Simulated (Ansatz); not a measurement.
# Co3O4: the cost of one run

Computed with Ansatz 0.2.0 (DFT PBEsol+U, PAW, plane waves, scalar-relativistic; U − J = 3.1 eV on Co d, unless a step's input says otherwise).

The COD cell was measured well above room temperature, so it is larger than a cold one.

3 further runs of the same task are left out: 2 that didn't finish, 1 set aside as unsound or not needed.

## 1. The starting structure

The structure is cubic, space group Fd-3m (No. 227). The conventional cell has a = 8.110 Å, b = 8.110 Å, c = 8.110 Å, α = 90.00°, β = 90.00°, γ = 90.00°. Around Co (site symmetry -43m) lie 4 O at 1.94 Å. Co (site symmetry -3m) is surrounded by 6 O at 1.93 Å. O (site symmetry 3m) has 4 Co at 1.93 to 1.94 Å as nearest neighbours.

As a file:

```
CELL_PARAMETERS angstrom
0.00000 4.05495 4.05495
4.05495 0.00000 4.05495
4.05495 4.05495 0.00000
ATOMIC_POSITIONS crystal
Co 0.75000 0.75000 0.75000
Co 0.50000 0.50000 0.50000
Co 0.12500 0.12500 0.12500
Co 0.62500 0.12500 0.12500
Co 0.12500 0.12500 0.62500
Co 0.12500 0.62500 0.12500
O 0.88790 0.88790 0.88790
O 0.91370 0.36210 0.36210
O 0.88790 0.88790 0.33630
O 0.36210 0.91370 0.36210
O 0.33630 0.88790 0.88790
O 0.36210 0.36210 0.36210
O 0.88790 0.33630 0.88790
O 0.36210 0.36210 0.91370
```

Atoms are counted from 1 in the order of input.yaml (O14 and so on).

Changes shown after the default run: Broyden, β 0.1, history 4, no preconditioner; cold smearing, width 0.3 eV; cutoff 700 eV; k-point mesh 2x2x2; Broyden, β 0.7, history 3, no preconditioner.

The search for lower states is off throughout, and inputs that name a mixer don't switch to direct minimisation unless they say so. Spin is collinear, with starting moments Co1 3.00, Co2 3.00, Co3 3.00, Co4 3.00, Co5 3.00, Co6 3.00 μB. β is the mixing step of the charge; the magnetisation has a step of its own, which the program sets unless it is named.

## 2. Default SCF settings

input.yaml reads:

```yaml
crystal:
  lattice:
    - [0.0, 4.05495, 4.05495]
    - [4.05495, 0.0, 4.05495]
    - [4.05495, 4.05495, 0.0]
  atoms:
    - { symbol: Co, position: [0.75, 0.75, 0.75], spin: 3.0 }
    - { symbol: Co, position: [0.5, 0.5, 0.5], spin: 3.0 }
    - { symbol: Co, position: [0.125, 0.125, 0.125], spin: 3.0 }
    - { symbol: Co, position: [0.625, 0.125, 0.125], spin: 3.0 }
    - { symbol: Co, position: [0.125, 0.125, 0.625], spin: 3.0 }
    - { symbol: Co, position: [0.125, 0.625, 0.125], spin: 3.0 }
    - { symbol: O, position: [0.8879, 0.8879, 0.8879] }
    - { symbol: O, position: [0.9137, 0.3621, 0.3621] }
    - { symbol: O, position: [0.8879, 0.8879, 0.3363] }
    - { symbol: O, position: [0.3621, 0.9137, 0.3621] }
    - { symbol: O, position: [0.3363, 0.8879, 0.8879] }
    - { symbol: O, position: [0.3621, 0.3621, 0.3621] }
    - { symbol: O, position: [0.8879, 0.3363, 0.8879] }
    - { symbol: O, position: [0.3621, 0.3621, 0.9137] }
magnetization:
  spin_polarized: true
hamiltonian:
  xc: pbesol
  pseudopotentials: { kind: paw }
  hubbard: { sites: [{ species: Co, l: d, u_eff: 3.1 }] }
basis:
  ecutwfc: 420
kpoints:
  mp_grid: { grid: [3, 3, 3] }
scf:
  occupations: { method: gaussian, width: 0.1 }
  lower_state_search: "off"
output:
  forces: true
  stress: true
```

On the command line:

```
$ ansatz run input.yaml --threads 2 --pin off --max-ram 5120MiB --backend cpu --events-out ev --progress --plain --runs-dir out
```

What time and memory should one allow on 2 threads of Arm Neoverse V1, shared host?

About 11 s, with a peak of 0.53 GiB.
